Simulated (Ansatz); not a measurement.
This script makes cell relaxations under several functionals of PtSe₂, space group P-3m1 with Ansatz 0.2.0 through its Python package.

Script `run_lattice.py`:
```python
'''How the lattice of PtSe2 depends on the functional.'''

import argparse
import logging
import sys
import warnings

import ansatz as az
import numpy as np

logging.basicConfig(stream=sys.stdout, format='%(levelname)s:%(name)s:%(message)s')
logger = logging.getLogger('ansatz_job')
logger.setLevel(logging.INFO)

parser = argparse.ArgumentParser(description='How the lattice of PtSe2 depends on the functional.')
parser.add_argument('--occupations', required=True, help='how the bands are filled')
parser.add_argument('--width-ev', type=float, default=0.1, help='smearing width (eV)')
parser.add_argument('--k-density', type=float, default=4.1, help='k-point sampling')
parser.add_argument('--cutoff-ev', type=float, default=420.0, help='plane-wave cutoff (eV)')
args = parser.parse_args()

def edges_and_angles(cell):
    cell = np.asarray(cell)
    a, b, c = np.linalg.norm(cell, axis=1)
    cosines = cell[1] @ cell[2] / (b * c), cell[0] @ cell[2] / (a * c), cell[0] @ cell[1] / (a * b)
    return (a, b, c, *np.degrees(np.arccos(cosines)))

warnings.simplefilter('ignore', az.DeckWarning)

cell = (
    az.Lattice.of((3.724, 0.0, 0.0), (-1.862, 3.2250786, 0.0), (0.0, 0.0, 5.062))
    .atom('Pt', (0.0, 0.0, 0.0))
    .atom('Se', (1 / 3, 2 / 3, 0.25))
    .atom('Se', (2 / 3, 1 / 3, 0.75))
)

calculation = (
    cell.calculation()
    .occupations(args.occupations, width=args.width_ev)
    .kpoints(density=args.k_density)
    .basis(args.cutoff_ev)
    .relax(cell=True)
)

levels = [('pbe', 'd3bj'), ('pbe', 'd4'), ('r2scan', 'none')]
logger.info('level            a       b       c    alpha   beta  gamma  V/atom  steps')
for name, dispersion in levels:
    seen = []
    run = calculation.functional(name, dispersion=dispersion).session().plan()
    done = run.execute(on_event=lambda e: seen.append(e) if e['event'] == 'relax_step' else None)
    cell = done.lattice.cell_ang
    label = name if dispersion == 'none' else f'{name}+{dispersion}'
    print('{:13s} {:7.4f} {:7.4f} {:7.4f} {:6.2f} {:6.2f} {:6.2f}'.format(label, *edges_and_angles(cell)), f'{abs(np.linalg.det(cell)) / len(done.lattice.sites):7.3f} {len(seen):5d}')
```

Rank the levels of theory by the volume of the relaxed cell.

From smallest to largest: PBE+D3BJ (19.78 Å³ an atom, -2.4 % against the start), PBE+D4 (19.80 Å³ an atom, -2.3 % against the start) and r2SCAN (23.19 Å³ an atom, +14.4 % against the start). The spread is 17.2 % in volume.

The output:

```console
$ python run_lattice.py --occupations fermi_dirac
INFO:ansatz_job:level            a       b       c    alpha   beta  gamma  V/atom  steps
pbe+d3bj       3.7725  3.7725  4.8152  90.00  90.00 120.00  19.783     7
pbe+d4         3.7736  3.7736  4.8167  90.00  90.00 120.00  19.800     7
r2scan         3.7180  3.7180  5.8111  90.00  90.00 120.00  23.189    11
```

Notes:
- The cutoff lies under the one recommended for these potentials in some of the runs.
- Dispersion corrections can be off by several per cent in the lattices of metals, and by several GPa in the pressure at a fixed cell.
- Of the deposited cell: the entry's cell lengths or inner coordinates differ somewhat from later room-temperature determinations.
- Spin-orbit coupling, which matters for elements this heavy, is left out.
- The structure is a deposited one; some such entries were measured under pressure or heat, so a shift against it needn't be the functional's error alone.
- The script silences the warnings on its input, which a real study should read.
- Timing: 2.1 min on 1 thread of Intel(R) Xeon(R) Processor @ 2.30GHz (shared host), peak memory 0.73 GiB.
